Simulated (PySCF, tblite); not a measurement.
# C₆H₆NO radical: geometry, infrared bands and EPR parameters

Aim: predict the infrared bands and EPR parameters of C₆H₆NO radical (`c1ncc([C]2CC2)o1`).

Programs: tblite 0.8.0 and PySCF 2.14.0, with density-fitted response routines of our own. Each step states its level of theory. These are calculated values for one molecule in the gas phase, unless marked as measured. Atoms are numbered from 0 throughout.

**1. The molecule as given**

14 atoms, charge 0, multiplicity 2; geometry from: force field or distance geometry start.

Bonds of the start (Å): C0–N1 1.35, N1–C2 1.36, C2–C3 1.40, C3–C4 1.47, C4–C5 1.49, C5–C6 1.50, C3–O7 1.32, O7–C0 1.33, C6–C4 1.50, C0–H8 1.09, C2–H9 1.10, C5–H10 1.12, C5–H11 1.10, C6–H12 1.08, C6–H13 1.12.

**2. Geometry optimisation with GFN2-xTB**

What the job is given:

```
{"job": {"kind": "relax", "xc": "GFN2-xTB", "basis": "xTB"}, "charge": 0, "multiplicity": 2}
C      2.586700     0.667700     0.285500
N      2.665900    -0.669800     0.437900
C      1.410400    -1.104600     0.706400
C      0.561300     0.003600     0.683000
C     -0.883800    -0.035800     0.930000
C     -1.848600     0.871300     0.237000
C     -1.856300    -0.603400    -0.054100
O      1.324900     1.056800     0.438700
H      3.436600     1.312000     0.069000
H      1.119200    -2.148300     0.887900
H     -2.589000     1.314000     0.949400
H     -1.601800     1.461200    -0.657000
H     -1.570400    -0.997700    -1.018500
H     -2.755700    -1.127400     0.362600
```

Run with:

```
$ OMP_NUM_THREADS=1 python probes_run.py task.json out
```

One launch serves the whole session: the jobs run in the order shown.

**Question.** This job is followed by: GFN2-xTB harmonic vibrations, gas phase; UKS B3LYP, pcH-1 on C H N O, non-relativistic, mean-field spin-orbit, GIAO. What will the session give for the following? strongest single infrared mode (GFN2-xTB); zero-point energy (GFN2-xTB); g(iso) (B3LYP); ⟨S²⟩; largest a(iso) (averaged by class); potential on the surface of density 0.002 e/bohr³, 1st and 99th percentile.

**Answer**, as computed:

| quantity | value |
| --- | --- |
| strongest single infrared mode (GFN2-xTB) | 1476 cm⁻¹, 78 km/mol |
| zero-point energy (GFN2-xTB) | 65.5 kcal/mol |
| g(iso) (B3LYP) | 2.00259 |
| ⟨S²⟩ | 0.774 (exact 0.75) |
| largest a(iso) (averaged by class) | 13C on C4, 58.9 MHz |
| potential on the surface of density 0.002 e/bohr³, 1st and 99th percentile | -1.68 V and 1.29 V |

Over 58 steps the energy fell by 0.945 eV; of the close pairs, C3–C4 changed most, 1.467 to 1.351 Å. No mode is imaginary among the 36: a minimum at this level. The strongest single mode, at 1476 cm⁻¹, moves mainly C0 and N1. GFN2-xTB is a fitted tight-binding method: band positions and strengths are rough. Its intensities can rank the bands wrongly. The largest spin populations lie on C4 (0.59 e), C2 (0.42 e). The isotropic g lies 0.3 ppt above the free-electron value.
